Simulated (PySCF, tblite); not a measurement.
# C5H10ClOSi radical: geometry, infrared bands and EPR parameters

Aim: predict the infrared bands and EPR parameters of C5H10ClOSi radical (`[CH2][C@@H](O[SiH3])[C@H](Cl)C=C`).

Programs: tblite 0.8.0 and PySCF 2.14.0, with density-fitted response routines of our own. Each step states its level of theory. These are calculated values for one molecule in the gas phase, unless marked as measured. Atoms count from 0, in the outputs and in this text.

**1. Starting geometry**

18 atoms, charge 0, multiplicity 2; geometry from: force field or distance geometry start.

Bonds of the start (Å): C0–C1 1.51, C1–O2 1.42, O2–Si3 1.67, C1–C4 1.56, C4–Cl5 1.79, C4–C6 1.51, C6–C7 1.34, C0–H8 1.08, C0–H9 1.09, C1–H10 1.11, Si3–H11 1.49, Si3–H12 1.46, Si3–H13 1.48, C4–H14 1.11, C6–H15 1.09, C7–H16 1.08, C7–H17 1.10.

**2. Optimising the geometry with GFN2-xTB**

Job settings and geometry (Å):

```
{"job": {"kind": "relax", "xc": "GFN2-xTB", "basis": "xTB"}, "charge": 0, "multiplicity": 2}
C      0.693000    -2.074700     0.214400
C      0.744400    -0.586200     0.435000
O      1.063900    -0.021100    -0.828500
Si     2.020300     1.340600    -0.929800
C     -0.556000     0.022700     1.053400
Cl    -0.813900    -0.553100     2.727600
C     -1.813200    -0.262800     0.258100
C     -2.600600     0.673700    -0.276700
H      0.455900    -2.465800    -0.767100
H      0.733900    -2.755300     1.059500
H      1.578400    -0.421800     1.141900
H      3.348300     1.015000    -0.349200
H      2.144200     1.769300    -2.321700
H      1.400000     2.406900    -0.115800
H     -0.430200     1.118100     1.130200
H     -2.086900    -1.311600     0.150100
H     -2.390300     1.732400    -0.187200
H     -3.500000     0.380200    -0.832200
```

Launch:

```console
OMP_NUM_THREADS=1 python probes_run.py task.json out
```

This one command runs all jobs of the session in turn.

**Question.** This job is followed by: GFN2-xTB harmonic vibrations, gas phase; UKS B3LYP, pcH-1 on C Cl H O Si, non-relativistic, mean-field spin-orbit, GIAO. Predict these results of the whole session: strongest single infrared mode (GFN2-xTB); zero-point energy (GFN2-xTB); g(iso) (B3LYP); ⟨S²⟩; largest a(iso) (averaged by class); potential on the surface of density 0.002 e/bohr³, 1st and 99th percentile.

As calculated:

```
                                                                  quantity                  value
                                 strongest single infrared mode (GFN2-xTB)  2199 cm⁻¹, 352 km/mol
                                              zero-point energy (GFN2-xTB)          80.4 kcal/mol
                                                            g(iso) (B3LYP)                2.00263
                                                                      ⟨S²⟩     0.754 (exact 0.75)
                                        largest a(iso) (averaged by class)    1H on H10, 90.1 MHz
potential on the surface of density 0.002 e/bohr³, 1st and 99th percentile     -0.99 V and 1.46 V
```

In words: The optimisation took 142 steps and gained 0.280 eV; among the close pairs (by a distance rule), O2–Si3 changed most, from 1.667 to 1.619 Å. All 48 modes are real, so the xTB geometry is a minimum. The strongest single mode, at 2199 cm⁻¹, moves mainly H13. Unscaled tight-binding wavenumbers are off by several per cent, some by more. Its intensities can rank the bands wrongly. C0 carries the largest spin population, 1.07 e. The isotropic g lies 0.3 ppt above the free-electron value. These values are for one conformer; the search (at its own cheap level) found 2 more, at 0.52, 1.11 kcal/mol, and measured spectra average over such forms.
